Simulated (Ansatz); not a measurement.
# Y2Ti2O7: further runs on the relaxed cell

The task here is to estimate one member of a computed series from the others.

Method: DFT PBEsol, scalar-relativistic, plane waves, PAW, in Ansatz 0.2.0.

2 further runs of the same task are left out: 2 set aside as unsound or not needed.

## The structure to begin with

The structure is cubic, space group Fd-3m (No. 227). Conventional cell: a = 10.046 Å, b = 10.046 Å, c = 10.046 Å, α = 90.00°, β = 90.00°, γ = 90.00°. Y (site symmetry -3m) has 8 O at 2.18 to 2.46 Å as nearest neighbours. Ti (site symmetry -3m) is surrounded by 6 O at 1.95 Å. Around O (site symmetry 2mm) lie 2 Ti at 1.95 Å and 2 Y at 2.46 Å. O (site symmetry -43m) has 4 Y at 2.18 Å as nearest neighbours.

Coordinates:

```cif
data_structure
_symmetry_space_group_name_H-M 'Fd-3m:1'
_symmetry_Int_Tables_number 227
_cell_length_a 10.0463
_cell_length_b 10.0463
_cell_length_c 10.0463
_cell_angle_alpha 90.000
_cell_angle_beta 90.000
_cell_angle_gamma 90.000
_cell_volume 1013.95
loop_
_atom_site_label
_atom_site_type_symbol
_atom_site_symmetry_multiplicity
_atom_site_Wyckoff_symbol
_atom_site_fract_x
_atom_site_fract_y
_atom_site_fract_z
_atom_site_occupancy
Y1 Y 16 d 0.12500 0.62500 0.12500 1
Ti1 Ti 16 c 0.12500 0.12500 0.12500 1
O1 O 48 f 0.45542 0.25000 0.25000 1
O2 O 8 b 0.00000 0.00000 0.50000 1
```

It is the result of an earlier relaxation at this level (volume 11.52 Å³/atom; gap on the mesh: 2.86 eV).

Set-up of the first run:

input.yaml reads:

```yaml
crystal:
  lattice:
    - [0.0, 4.9723928112, 4.9723928112]
    - [4.9723928112, 0.0, 4.9723928112]
    - [4.9723928112, 4.9723928112, 0.0]
  atoms:
    - { symbol: "Y", position: [0.125, 0.125, 0.125] }
    - { symbol: "Y", position: [0.625, 0.125, 0.125] }
    - { symbol: "Y", position: [0.125, 0.125, 0.625] }
    - { symbol: "Y", position: [0.125, 0.625, 0.125] }
    - { symbol: Ti, position: [0.625, 0.625, 0.625] }
    - { symbol: Ti, position: [0.125, 0.625, 0.625] }
    - { symbol: Ti, position: [0.625, 0.625, 0.125] }
    - { symbol: Ti, position: [0.625, 0.125, 0.625] }
    - { symbol: O, position: [0.5445803747, 0.9554196253, 0.9554196253] }
    - { symbol: O, position: [0.7054196253, 0.2945803747, 0.7054196253] }
    - { symbol: O, position: [0.9554196253, 0.5445803747, 0.5445803747] }
    - { symbol: O, position: [0.2945803747, 0.7054196253, 0.2945803747] }
    - { symbol: O, position: [0.9554196253, 0.5445803747, 0.9554196253] }
    - { symbol: O, position: [0.7054196253, 0.7054196253, 0.2945803747] }
    - { symbol: O, position: [0.5445803747, 0.9554196253, 0.5445803747] }
    - { symbol: O, position: [0.2945803747, 0.2945803747, 0.7054196253] }
    - { symbol: O, position: [0.7054196253, 0.2945803747, 0.2945803747] }
    - { symbol: O, position: [0.9554196253, 0.9554196253, 0.5445803747] }
    - { symbol: O, position: [0.2945803747, 0.7054196253, 0.7054196253] }
    - { symbol: O, position: [0.5445803747, 0.5445803747, 0.9554196253] }
    - { symbol: O, position: [0.0, 0.0, 0.0] }
    - { symbol: O, position: [0.25, 0.25, 0.25] }
basis:
  ecutwfc: 420
kpoints:
  mp_grid: { grid: [4, 4, 4] }
hamiltonian:
  xc: pbesol
scf:
  occupations: { method: gaussian, width: 0.02 }
output:
  forces: true
  stress: true
  eigenvalues: true
relax:
  adjacent_minimum: "off"
  f_tol: 0.01
  max_steps: 30
```

Run with:

```sh
> ansatz run input.yaml --threads 4 --pin off --max-ram 10240MiB --backend cpu --events-out ev --progress --plain --runs-dir out
```

Steps of the session up to this table: The cell scaled to 0.97 of its volume; The cell scaled to 1.03 of its volume; The cell scaled to 0.94 of its volume; Volume × 1.06; Volume × 0.91; Volume × 1.10; Volume × 0.88.

One table of the session follows, with a row left open; its other results are not shown here.

It belongs to the step «Fit of the equation of state». 

| volume (Å³/atom) | energy above the lowest point (meV/atom) | pressure (GPa) | gap on the mesh (eV) |
| --- | --- | --- | --- |
| 10.139 | 129.3 | 33.42 | 3.04 |
| 10.485 | 68.9 | 23.00 | 3.01 |
| 10.831 | 29.0 | 14.12 | 2.96 |
| 11.176 | 7.0 | 6.53 | 2.91 |
| 11.522 | 0.0 | 0.03 | 2.86 |
| 11.868 | ? | ? | ? |
| 12.213 | 23.3 | -10.27 | 2.74 |
| 12.674 | 60.7 | -15.57 | 2.65 |

**Question.** Estimate the row for volume (Å³/atom) = 11.868.

Worked estimate for «energy above the lowest point (meV/atom)». A straight line through the neighbours (11.522, 0.0) and (12.213, 23.3) gives 0.0 + (23.3 − 0.0) × (11.868 − 11.522) / (12.213 − 11.522) = 11.7; a parabola fitted to 4 rows on both sides gives 6.3.

The run gave: energy above the lowest point (meV/atom): 6.1; pressure (GPa): -5.51; gap on the mesh (eV): 2.80. In «energy above the lowest point (meV/atom)» the line misses by +5.6 and the parabola by +0.2.

Caveats from the session: Warnings in the runs' records: stress scf threshold loose.
